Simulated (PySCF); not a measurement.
# [CoO3]-: the energy surface near the minimum

Aim: map the energy of singlet [CoO3]- about its B3LYP minimum, with rigid distortions.

Program: PySCF 2.14.0. Level of theory: B3LYP, basis Co def2-SVPD, O def2-SVPD, no relativity, density fitting. These are calculated values, not measurements.

**1. Starting geometry**

4 atoms, charge -1, spin multiplicity 1.

Bond lengths: Co1–O2 1.585 Å, Co1–O3 1.627 Å, Co1–O4 1.627 Å. Angles: O2–Co1–O3 124.2°, O2–Co1–O4 124.2°, O3–Co1–O4 111.6°.

Coordinates in bohr (charge -1 multiplicity 1):
```
Co    0.0000    0.0000    0.0000
O     2.9961   -0.0003    0.0000
O    -1.7269    2.5435    0.0000
O    -1.7274   -2.5432    0.0000
```

**2. Breathing scan**

One driver script runs all scans and calls PySCF for each point, on a (75, 302) grid.

A rigid scan with B3LYP: all bonds to the central atom are scaled together. Each point starts from its neighbour's orbitals, and energies count from the minimum. Dipoles of the ion refer to the centre of mass.

| scale of all bonds to the centre | energy (kJ/mol) | dipole size (D) |
| --- | --- | --- |
| 0.88 | 344.1 | 1.37 |
| 0.92 | 132.5 | 1.26 |
| 0.96 | 28.8 | 1.17 |
| 1.00 | 0.0 | 1.08 |
| 1.04 | 22.0 | 1.01 |
| 1.08 | 77.4 | 0.94 |
| 1.14 | 197.5 | 0.85 |
| 1.22 | 388.5 | 0.76 |
| 1.35 | 703.8 | 0.67 |

The scan took 60 s on 4 threads, shared host.

**3. Stretching one bond**

A rigid scan with B3LYP: the bond from Co to the last atom (O) is scaled and the rest held.

| scale of one bond | energy (kJ/mol) | dipole size (D) |
| --- | --- | --- |
| 0.92 | 34.1 | 1.42 |
| 0.96 | 7.6 | 1.06 |
| 1.00 | 0.0 | 1.08 |
| 1.05 | 9.0 | 1.39 |
| 1.12 | 42.1 | 1.93 |
| 1.20 | 93.3 | 2.49 |
| 1.35 | 191.0 | 3.27 |
| 1.55 | 287.9 | 3.69 |
| 1.80 | 361.5 | 3.84 |
| 2.20 | 422.5 | 4.12 |

The scan took 49 s.

A restricted determinant lies too high at long bonds, where the pair should uncouple.

**4. What came out**

| quantity | value |
| --- | --- |
| all bonds 4 % longer | 22.0 kJ/mol |
| one bond 20 % longer | 93.3 kJ/mol |

What this shows: Shortening all bonds by 4 % costs 28.8 kJ/mol and lengthening them 22.0: the wall is steeper on the short side. Spin polarisation would lower this closed shell, so its numbers describe a constrained state.
